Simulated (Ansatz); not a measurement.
# ZnSe2: under pressure

One table from this session's results is given with a row withheld; the runs are named, their logs left out.

Method: DFT r2SCAN, scalar-relativistic, plane waves, PAW, in Ansatz 0.2.0.

2 further runs of the same task are left out: 2 set aside as unsound or not needed.

## The structure to begin with

It takes space group Pa-3 (No. 205, cubic). Conventional cell: a = 6.307 Å, b = 6.307 Å, c = 6.307 Å, α = 90.00°, β = 90.00°, γ = 90.00°. Zn (site symmetry -3) has 6 Se at 2.65 Å as nearest neighbours. Around Se (site symmetry 3) lie 1 Se at 2.37 Å and 3 Zn at 2.65 Å.

Structure file:

```cif
data_structure
_symmetry_space_group_name_H-M 'Pa-3'
_symmetry_Int_Tables_number 205
_cell_length_a 6.3070
_cell_length_b 6.3070
_cell_length_c 6.3070
_cell_angle_alpha 90.000
_cell_angle_beta 90.000
_cell_angle_gamma 90.000
_cell_volume 250.88
loop_
_atom_site_label
_atom_site_type_symbol
_atom_site_symmetry_multiplicity
_atom_site_Wyckoff_symbol
_atom_site_fract_x
_atom_site_fract_y
_atom_site_fract_z
_atom_site_occupancy
Zn1 Zn 4 a 0.50000 0.50000 0.00000 1
Se1 Se 8 c 0.10831 0.89169 0.39169 1
```

It goes back to an entry of the Materials Project, which need not be the stable form.

It is the result of an earlier relaxation at this level (volume 20.91 Å³/atom; gap on the mesh: 1.18 eV).

The first run:

Input file input.yaml:

```yaml
crystal:
  lattice:
    - [6.3474199402, 0.0, 0.0]
    - [0.0, 6.3474199402, 0.0]
    - [0.0, 0.0, 6.3474199402]
  atoms:
    - { symbol: Zn, position: [0.5, 0.5, 0.0] }
    - { symbol: Zn, position: [0.5, 0.0, 0.5] }
    - { symbol: Zn, position: [0.0, 0.5, 0.5] }
    - { symbol: Zn, position: [0.0, 0.0, 0.0] }
    - { symbol: Se, position: [0.1083085855, 0.8916914145, 0.3916914145] }
    - { symbol: Se, position: [0.8916914145, 0.3916914145, 0.1083085855] }
    - { symbol: Se, position: [0.3916914145, 0.1083085855, 0.8916914145] }
    - { symbol: Se, position: [0.6083085855, 0.6083085855, 0.6083085855] }
    - { symbol: Se, position: [0.8916914145, 0.1083085855, 0.6083085855] }
    - { symbol: Se, position: [0.1083085855, 0.6083085855, 0.8916914145] }
    - { symbol: Se, position: [0.6083085855, 0.8916914145, 0.1083085855] }
    - { symbol: Se, position: [0.3916914145, 0.3916914145, 0.3916914145] }
basis:
  ecutwfc: 500
kpoints:
  mp_grid: { grid: [4, 4, 4] }
hamiltonian:
  xc: r2scan
scf:
  occupations: { method: gaussian, width: 0.02 }
output:
  forces: true
  stress: true
  eigenvalues: true
relax:
  adjacent_minimum: "off"
  f_tol: 0.008
  max_steps: 50
  cell: { stress_tol: 0.08, p_target: -2.0 }
```

Started as:

```
ansatz run input.yaml --threads 2 --pin off --max-ram 5120MiB --backend cpu --events-out ev --progress --plain --runs-dir out
```

Among the steps run: Relaxing at -2 GPa; Seeking the band edges at -2 GPa; 2 GPa; Band edges over the zone at 2 GPa; Target pressure 5 GPa; Band edges over the zone at 5 GPa; 10 GPa; Seeking the band edges at 10 GPa; Target pressure 20 GPa; Seeking the band edges at 20 GPa.

One table of the session follows, with a row left open; its other results are not shown here.

Lengths are those of the vectors of the cell that was run:

| P (GPa) | V (Å³/atom) | a (Å) | b (Å) | c (Å) | ΔH (eV/atom) |
| --- | --- | --- | --- | --- | --- |
| -2 | 21.60 | 6.376 | 6.376 | 6.376 | -0.265 |
| 0 | 20.91 | 6.307 | 6.307 | 6.307 | 0.000 |
| 2 | 20.33 | 6.248 | 6.248 | 6.248 | 0.257 |
| 5 | ? | ? | ? | ? | ? |
| 10 | 18.63 | 6.069 | 6.069 | 6.069 | 1.227 |
| 20 | 17.24 | 5.914 | 5.914 | 5.914 | 2.344 |

Q: Estimate the row for P (GPa) = 5 from the others.

Worked estimate for «V (Å³/atom)». A straight line through the neighbours (2, 20.33) and (10, 18.63) gives 20.33 + (18.63 − 20.33) × (5 − 2) / (10 − 2) = 19.69; a parabola fitted to 4 rows on both sides gives 19.64.

As computed: V (Å³/atom): 19.59; a (Å): 6.172; b (Å): 6.172; c (Å): 6.172; ΔH (eV/atom): 0.631. In «V (Å³/atom)» the line misses by +0.10 and the parabola by +0.05.

ΔH is E + PV over the energy at zero pressure; a, b and c are the vectors of the computed cell.

To keep in mind: Other structures may take over in this range; these runs cannot find them.
